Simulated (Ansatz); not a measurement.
# Hf3HN3: the cost of one run

Method: DFT PBEsol, scalar-relativistic, plane waves, PAW, in Ansatz 0.2.0.

5 further runs of the same task are left out: 2 that didn't finish, 3 set aside as unsound or not needed.

## (1) Starting point

The structure is trigonal, space group P3m1 (No. 156). The conventional cell has a = 3.183 Å, b = 3.183 Å, c = 23.497 Å, α = 90.00°, β = 90.00°, γ = 120.00°. N (site symmetry 3m) is surrounded by 3 Hf at 2.25 Å. Around Hf (site symmetry 3m) lie 6 N at 2.25 Å. N (site symmetry 3m) has 6 Hf at 2.25 to 2.28 Å as nearest neighbours. Hf (site symmetry 3m) is surrounded by 6 N at 2.23 to 2.28 Å. N (site symmetry 3m) is surrounded by 6 Hf at 2.23 to 2.24 Å. Around Hf (site symmetry 3m) lie 3 N at 2.24 Å.

As a file:

```
CELL_PARAMETERS angstrom
3.18308 0.00000 0.00000
-1.59154 2.75663 0.00000
0.00000 0.00000 23.49743
ATOMIC_POSITIONS crystal
N 0.33333 0.66667 0.36174
Hf 0.66667 0.33333 0.41705
N 0.00000 0.00000 0.47235
Hf 0.33333 0.66667 0.52956
N 0.66667 0.33333 0.58295
Hf 0.00000 0.00000 0.63746
```

Planes are indexed in the bulk's conventional cell (Fm-3m (No. 225)), a = 4.502 Å, b = 4.502 Å, c = 4.502 Å, α = 90.00°, β = 90.00°, γ = 90.00°.

It is a (111) slab, 6.5 Å thick as cut, with 17 Å of vacuum; its outer planes are Hf (top) and N (bottom). An earlier relaxation, lower half held, gave -47935.6575 eV, work function 4.63 eV (top face), 8.42 eV (bottom face), dipole along +c 0.183 e·Å per cell.

## (2) H at the top (Hf) site

Input file input.yaml:

```yaml
crystal:
  lattice:
    - [3.1830776025, 0.0, 0.0]
    - [-1.5915388013, 2.756626066, 0.0]
    - [0.0, 0.0, 25.4974299482]
  atoms:
    - { symbol: "N", position: [0.3333333333, 0.6666666667, 0.3333669321] }
    - { symbol: Hf, position: [0.6666666667, 0.3333333333, 0.3843323037] }
    - { symbol: "N", position: [0.0, 0.0, 0.4352976751] }
    - { symbol: Hf, position: [0.3333333333, 0.6666666667, 0.4880225877] }
    - { symbol: "N", position: [0.6666666667, 0.3333333333, 0.5372239459] }
    - { symbol: Hf, position: [0.0, 0.0, 0.5874557383] }
    - { symbol: H, position: [0.0, 0.0, 0.6682481948] }
basis:
  ecutwfc: 420
kpoints:
  mp_grid: { grid: [9, 9, 1] }
hamiltonian:
  xc: pbesol
scf:
  occupations: { method: gaussian, width: 0.1 }
output:
  forces: true
  eigenvalues: true
relax:
  adjacent_minimum: "off"
  f_tol: 0.03
  max_steps: 70
  constraints: [{ sites: [0, 1, 2] }]
efield:
  axis: 3
  dipole_correction: true
  ramp_width: 0.04
```

Launch:

```sh
ansatz run input.yaml --threads 1 --pin off --max-ram 2560MiB --backend cpu --events-out ev --progress --plain --runs-dir out
```

**Question.** How long does this run take on 1 thread of Intel Xeon at 2.70GHz, shared host, and how much memory does it need?

About 1.7 min, with a peak of 0.52 GiB.
